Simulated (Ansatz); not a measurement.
**Nb: a tetragonal deformation path**

One table from this session's results is given with a row withheld; the runs are named, their logs left out.

The COD entry's cell or inner coordinates are ideal or old and differ from later refinements, so a difference from it is no clean test against experiment.

Computed with Ansatz 0.2.0 (DFT PBEsol, scalar-relativistic, plane waves, PAW, unless a step's input says otherwise).

### The starting structure

Symmetry: Im-3m, No. 229, cubic system. Conventional cell: a = 3.328 Å, b = 3.328 Å, c = 3.328 Å, α = 90.00°, β = 90.00°, γ = 90.00°. Nb (site symmetry m-3m) has 8 Nb at 2.88 Å in its first shell of neighbours.

Coordinates:

```
Nb
1.0
    -1.66395    1.66395    1.66395
     1.66395   -1.66395    1.66395
     1.66395    1.66395   -1.66395
Nb
1
Direct
  0.00000 0.00000 0.00000
```

No relaxation comes first: the listed cell is the starting point.

### Zero of energy

The reference gives a free energy of -4495.4369 eV, pressure -8.38 GPa, largest force 0.000 eV/Å and gap on the mesh none (metal). It was computed beforehand with the settings of the runs below.

Set-up of the first run:

At fixed volume and fractional coordinates, lengths along (0.000, 0.000, 1.000) are scaled against those across it; ρ is that ratio over its starting value.

File input.yaml:

```yaml
crystal:
  lattice:
    - [-1.8678147505, 1.8678147505, 1.3205450286]
    - [1.8678147505, -1.8678147505, 1.3205450286]
    - [1.8678147505, 1.8678147505, -1.3205450286]
  atoms:
    - { symbol: Nb, position: [0.0, 0.0, 0.0] }
basis:
  ecutwfc: 420
kpoints:
  mp_grid: { grid: [22, 22, 22] }
hamiltonian:
  xc: pbesol
scf:
  occupations: { method: gaussian, width: 0.15 }
output:
  forces: true
  stress: true
  eigenvalues: true
```

Command:

```sh
$ ansatz run input.yaml --threads 1 --pin off --max-ram 2560MiB --backend cpu --events-out ev --progress --plain --runs-dir out
```

Among the steps run: At ρ = 0.707; ρ = 1.414; Point ρ = 0.850; Point ρ = 1.200; Point ρ = 0.780; Point ρ = 1.300; At ρ = 0.920; ρ = 1.100; Point ρ = 0.650; Point ρ = 1.500; ρ = 0.960; ρ = 1.050.

One of the session's tables, all rows but one given; the rest of the session is left out.

It belongs to the step «The scan collected». Collected from the runs (energy zero: the undisturbed cell):

| ρ | ΔE (meV/atom) | pressure (GPa) |
| --- | --- | --- |
| 0.650 | 373.3 | 1.5 |
| 0.707 | 291.5 | -2.6 |
| 0.780 | 207.6 | -4.2 |
| 0.850 | 94.7 | -6.3 |
| 0.920 | ? | ? |
| 0.960 | 6.2 | -8.3 |
| 1.000 | 0.0 | -8.4 |
| 1.050 | 10.1 | -8.2 |
| 1.100 | 39.2 | -7.8 |
| 1.200 | 140.6 | -6.0 |
| 1.300 | 257.7 | -4.0 |
| 1.414 | 326.0 | -2.7 |
| 1.500 | 293.4 | -3.3 |

Estimate the missing values for ρ = 0.920.

Worked estimate for «ΔE (meV/atom)». A straight line through the neighbours (0.850, 94.7) and (0.960, 6.2) gives 94.7 + (6.2 − 94.7) × (0.920 − 0.850) / (0.960 − 0.850) = 38.4; a parabola fitted to 4 rows on both sides gives 25.8.

As computed: ΔE (meV/atom): 23.9; pressure (GPa): -8.0. In «ΔE (meV/atom)» the line misses by +14.5 and the parabola by +1.9.
